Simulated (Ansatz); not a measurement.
# TlCuF3: the cost of one run

Computed with Ansatz 0.2.0 (DFT LDA+U (U_eff = 2 eV on Cu d), plane waves, PAW, no spin–orbit coupling unless a run says so, unless a step's input says otherwise).

## Step 1: The system as given

The structure is tetragonal, space group P4/mmm (No. 123). Conventional cell: a = 4.091 Å, b = 4.091 Å, c = 4.076 Å, α = 90.00°, β = 90.00°, γ = 90.00°. Cu (site symmetry 4/mmm) has 6 F at 2.04 to 2.05 Å in its first shell of neighbours. Around F (site symmetry 4/mmm) lie 2 Cu at 2.04 Å and 4 Tl at 2.89 Å. F (site symmetry mmm) is surrounded by 2 Cu at 2.05 Å and 4 Tl at 2.89 Å. Tl (site symmetry 4/mmm) has 12 F at 2.89 Å in its first shell of neighbours.

Structure file:

```
CELL_PARAMETERS angstrom
4.09052 0.00000 0.00000
0.00000 4.09052 0.00000
0.00000 0.00000 4.07633
ATOMIC_POSITIONS crystal
Cu 0.00000 0.00000 0.00000
F 0.00000 0.00000 0.50000
F 0.50000 0.00000 0.00000
F 0.00000 0.50000 0.00000
Tl 0.50000 0.50000 0.50000
```

An earlier series on this cell reached its lowest free state from «total moment held at first, then free, 0.50 μB per cell», perhaps among other starts.

## Step 2: No spin polarisation

Contents of input.yaml:

```yaml
crystal:
  lattice:
    - [4.09051747, 0.0, 0.0]
    - [0.0, 4.09051747, 0.0]
    - [0.0, 0.0, 4.0763293]
  atoms:
    - { symbol: Cu, position: [0.0, 0.0, 0.0] }
    - { symbol: F, position: [0.0, 0.0, 0.5] }
    - { symbol: F, position: [0.5, 0.0, 0.0] }
    - { symbol: F, position: [0.0, 0.5, 0.0] }
    - { symbol: Tl, position: [0.5, 0.5, 0.5] }
basis:
  ecutwfc: 420
  ecutrho_ratio: 4
kpoints:
  mp_grid: { grid: [5, 5, 5] }
hamiltonian:
  xc: lda
  hubbard: { sites: [{ site: 0, l: d, u_eff: 2.0 }] }
scf:
  occupations: { method: gaussian, width: 0.05 }
  lower_state_search: "off"
  max_iter: 150
output:
  forces: true
  stress: true
  eigenvalues: true
  populations: true
  hubbard: { sites: [{ site: 0, l: d }] }
```

Command:

```
$ ansatz run input.yaml --threads 4 --pin off --max-ram 6144MiB --backend cpu --events-out ev --progress --plain --runs-dir out
```

What time and memory should one allow on 4 threads of Arm Neoverse N1, shared host?

About 3.1 s, with a peak of 0.4 GiB.
